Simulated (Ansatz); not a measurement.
The system is Ta3AsAu2O13.

```
Ta As Au O
1.0
     5.72385   -0.00745   -0.00403
     1.30279    6.25499    0.00561
     0.27574    1.30074    8.36754
Ta As Au O
3 1 2 13
Direct
  0.21713 0.30521 0.58431
  0.03325 0.11123 0.99855
  0.58248 0.62145 0.50482
  0.58707 0.89691 0.83049
  0.58004 0.09228 0.18613
  0.04485 0.82077 0.44682
  0.66201 0.69726 0.71088
  0.51632 0.13418 0.69625
  0.85098 0.88773 0.91932
  0.34466 0.87003 0.94651
  0.73015 0.29240 0.03095
  0.24622 0.21809 0.11075
  0.12900 0.09398 0.49104
  0.48032 0.38887 0.43499
  0.05966 0.26685 0.78594
  0.93330 0.53240 0.45645
  0.49975 0.85161 0.34971
  0.25256 0.62988 0.62473
  0.91878 0.95175 0.22636
```

The cell was built by a generator and needn't be a form met in nature.

| Quantity | Value |
| --- | --- |
| Program | Ansatz 0.2.0 |
| Task | relaxation of cell and atoms |
| Functional | r2SCAN |
| Potentials or basis | Ansatz PAW |
| Cutoff | 500 eV (not typed: the program's choice for these potentials) |
| k mesh | 4 × 3 × 3 |
| Occupations | fermi-dirac, width 0.05 eV |
| Spin | no spin polarisation |

At the start: volume 15.77 Å³/atom.

Q: Where does the relaxation end?

A: It ends after 8 steps and the volume is 15.12 Å³/atom (-4.1 %); space group P1 (No. 1, to 0.05 Å).

The path:
```tsv
step	energy change (eV)	largest force (eV/Å)	volume (Å³)
1	0.0000	0.6448	299.62
2	-0.1378	0.4695	286.81
3	-0.1536	0.1089	287.95
4	-0.1556	0.0473	287.74
5	-0.1567	0.0215	287.39
6	-0.1568	0.0311	287.37
7	-0.1569	0.0053	287.32
8	-0.1509	0.0055	287.32
```

Final structure:
```
CELL_PARAMETERS angstrom
5.66850 0.03371 0.01151
1.33505 6.17227 -0.03748
0.30494 1.22137 8.21531
ATOMIC_POSITIONS crystal
Ta 0.21863 0.30403 0.58384
Ta 0.03042 0.11564 0.00105
Ta 0.58507 0.61605 0.50229
As 0.59138 0.89600 0.83038
Au 0.57500 0.09446 0.18883
Au 0.04400 0.81936 0.44647
O 0.66536 0.69337 0.71077
O 0.51913 0.13137 0.69588
O 0.85336 0.89027 0.91809
O 0.34797 0.87531 0.94761
O 0.72187 0.29743 0.03427
O 0.23887 0.22420 0.11656
O 0.12919 0.09125 0.49051
O 0.48462 0.38234 0.43122
O 0.05676 0.27138 0.78659
O 0.93820 0.53076 0.45137
O 0.49880 0.84685 0.34761
O 0.25298 0.62884 0.62454
O 0.91692 0.95396 0.22713
```

Caveat: the plane-wave basis is chosen anew once the cell has moved, so the energies of steps on either side of that aren't comparable; the PAW data sets come from PBE, with cores solved anew for the run's functional, which leaves a small shift of forces and pressure.
